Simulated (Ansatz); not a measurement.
# GeHCl₂ (doublet): the correlation ladder, cc-pVDZ

The task here is to estimate one member of a computed series from the others.

Method: cc-pVDZ, core rule «outside noble gas», up to 24 orbitals frozen; program: Ansatz 0.2.0, Gaussian basis.

Plan: UHF; CCSD(T) on ROHF; CCSD(T) on UHF; BCCD(T) on ROHF; CISD; CCSDT(Q) on ROHF; CCSDT(Q) on UHF; CASSCF and MRCISD+Q, 19 electrons in 13 orbitals; CASSCF and NEVPT2, 19 electrons in 13 orbitals.

8 further runs of the same task are left out: 2 for a known fault of the program, 2 that didn't finish, 4 set aside as unsound or not needed.

## What is computed

The geometry is a PBE0/def2-TZVP stationary point (not a proven minimum). No spin-orbit coupling is included. The filled d shell of Ge may be among the frozen orbitals whatever the setting's name suggests; the logs give the count.

4 atoms, charge 0, spin multiplicity 2.

Atoms are counted from 1 here; the program's logs count them from 0.

Bond lengths: Ge1–Cl2 2.151 Å, Ge1–Cl3 2.151 Å, Ge1–H4 1.555 Å. Angles: Cl2–Ge1–Cl3 108.3°, Cl2–Ge1–H4 107.4°, Cl3–Ge1–H4 107.4°.

Set-up of the first run:

Input file in.yaml:

```yaml
crystal:
  periodic: [false, false, false]
  atoms:
    - {symbol: Ge, position_ang: [-0.052944, -0.610660, 0.000000]}
    - {symbol: Cl, position_ang: [0.036814, 0.646851, -1.743347]}
    - {symbol: Cl, position_ang: [0.036814, 0.646851, 1.743347]}
    - {symbol: H, position_ang: [1.225785, -1.495398, 0.000000]}
basis:
  gaussian: {orbitals: cc-pVDZ}
magnetization: {spin_polarized: true, initial_magnetization: 1}
hamiltonian: {xc: hf}
output: {orbitals: {seedname: orbitals}}
```

On the command line:

```bash
$ ansatz run in.yaml --threads 1 --pin off --events-out ev --progress --plain --max-ram 2560MiB --backend cpu
```

Among the steps run: UHF; CCSD(T) on ROHF; CCSD(T) on UHF; BCCD(T) on ROHF; CISD; CCSDT(Q) on ROHF; CCSDT(Q) on UHF; CASSCF and MRCISD+Q, 19 electrons in 13 orbitals; CASSCF and NEVPT2, 19 electrons in 13 orbitals.

One table of the session follows, with a row left open; its other results are not shown here.

| method | from UCCSDT(Q) (meV) |
| --- | --- |
| ROHF | +10546.3 |
| UHF | +10491.9 |
| RMP2 | +1220.8 |
| UMP2 | ? |
| RCCSD | +287.8 |
| UCCSD | +283.4 |
| RCCSD(T) | +51.8 |
| UCCSD(T) | +48.3 |
| BCCD(T) | +49.8 |
| RCCSDT | +25.8 |
| UCCSDT | +22.3 |
| RCCSDT(Q) | +4.9 |
| UCCSDT(Q) | 0 |
| CASSCF valence | +9268.6 |
| NEVPT2 valence | +1938.3 |
| MRCISD valence | +1070.2 |
| MRCISD+Q valence | +124.0 |

**Question.** Estimate the row for UMP2.

As computed: from UCCSDT(Q) (meV): +1212.8. In the column «from UCCSDT(Q) (meV)» it lies between MRCISD valence (+1070.2) and RMP2 (+1220.8).

Not comparable, so not listed: CISD (they don't share determinant, frozen orbitals or solution with the rows shown, or repeat one).

Limits of these values: Restricted and unrestricted rows rest on different reference determinants; where their highest levels disagree by more than a few hundredths of an eV, they describe different states and don't form one ladder.
